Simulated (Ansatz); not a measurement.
Crystal: CsLiCr2Te2S3.

```xyz
18
Lattice="3.6747 -0.0002 -0.0015 0.0007 6.2585 0.0027 0.0997 0.0151 18.8784" Properties=species:S:1:pos:R:3 pbc="T T T"
Cs    0.0873    6.2463   11.5116
Cs    1.9241    3.1114   12.0331
Li    1.9273    5.2275   18.6069
Li    3.7643    2.1113   18.5971
Cr    3.6657    0.0061    2.5383
Cr    1.8288    3.1327    2.5418
Cr    0.0887    4.2020   15.6893
Cr    1.9257    1.0600   15.7329
Te    0.0843    3.7384    8.7368
Te    1.9221    1.4273    8.5818
Te    1.8297    5.2398    4.3014
Te    3.6670    2.1091    4.3007
S     3.7641    6.2706   16.9998
S     1.9264    3.1716   16.9772
S     3.6659    4.1699    1.3573
S     1.8281    1.0434    1.3514
S     1.9258    5.2728   14.4419
S     0.0880    2.0646   14.4953
```

The cell was built by a generator and needn't be a form met in nature.

| Quantity | Value |
| --- | --- |
| Program | Ansatz 0.2.0 |
| Task | relaxation of cell and atoms |
| Functional | PBEsol |
| Potentials or basis | Ansatz PAW |
| Cutoff | 420 eV (not typed: the program's choice for these potentials) |
| k mesh | 5 × 3 × 1 |
| Occupations | fermi-dirac, width 0.05 eV |
| Spin | collinear spin, ferromagnetic start |
| Starting moments | [0.0, 0.0, 0.0, 0.0, 3.0, 3.0, 3.0, 3.0, 0.0, 0.0, 0.0, 0.0, 0.0, 0.0, 0.0, 0.0, 0.0, 0.0] μB |

At the start: volume 24.12 Å³/atom.

Task: Where does the relaxation end?

Result: It ends after 7 steps and the volume is 22.12 Å³/atom (-8.3 %); space group Pm (No. 6, to 0.05 Å); moment 11.28 μB per cell.

Step by step:
```csv
step,energy change (eV),largest force (eV/Å),volume (Å³)
1,0.0000,0.3878,434.17
2,-0.1892,0.4305,410.16
3,-0.2431,0.1218,401.73
4,-0.2506,0.1139,394.92
5,-0.2556,0.0109,397.90
6,-0.2558,0.0074,398.20
7,-0.2518,0.0074,398.20
```

Final structure:
```
Cs Li Cr Te S
1.0
     3.60991   -0.00010   -0.01018
     0.00080    6.16697   -0.00220
     0.05275    0.00061   17.88643
Cs Li Cr Te S
2 2 4 4 6
Cartesian
  0.0349 6.1434 10.7291
  1.8398 3.0480 11.2455
  1.8571 5.1461 17.6986
  3.6616 2.0759 17.6825
  3.6158 0.0117 2.5503
  1.8113 3.0947 2.5509
  0.0450 4.1250 14.8116
  1.8497 1.0286 14.8675
  0.0250 3.6664 8.0216
  1.8301 1.3914 7.8183
  1.8166 5.1612 4.2934
  3.6211 2.0789 4.2764
  3.6588 6.1585 16.1031
  1.8534 3.1146 16.0815
  3.6132 4.1174 1.3928
  1.8078 1.0337 1.3963
  1.8466 5.1862 13.5793
  0.0414 2.0096 13.6478
```

Caveat: the plane-wave basis is chosen anew once the cell has moved, so the energies of steps on either side of that aren't comparable; only a ferromagnetic start was run, and an antiferromagnetic order may lie lower in energy; the PAW data sets come from PBE, with cores solved anew for the run's functional, which leaves a small shift of forces and pressure.
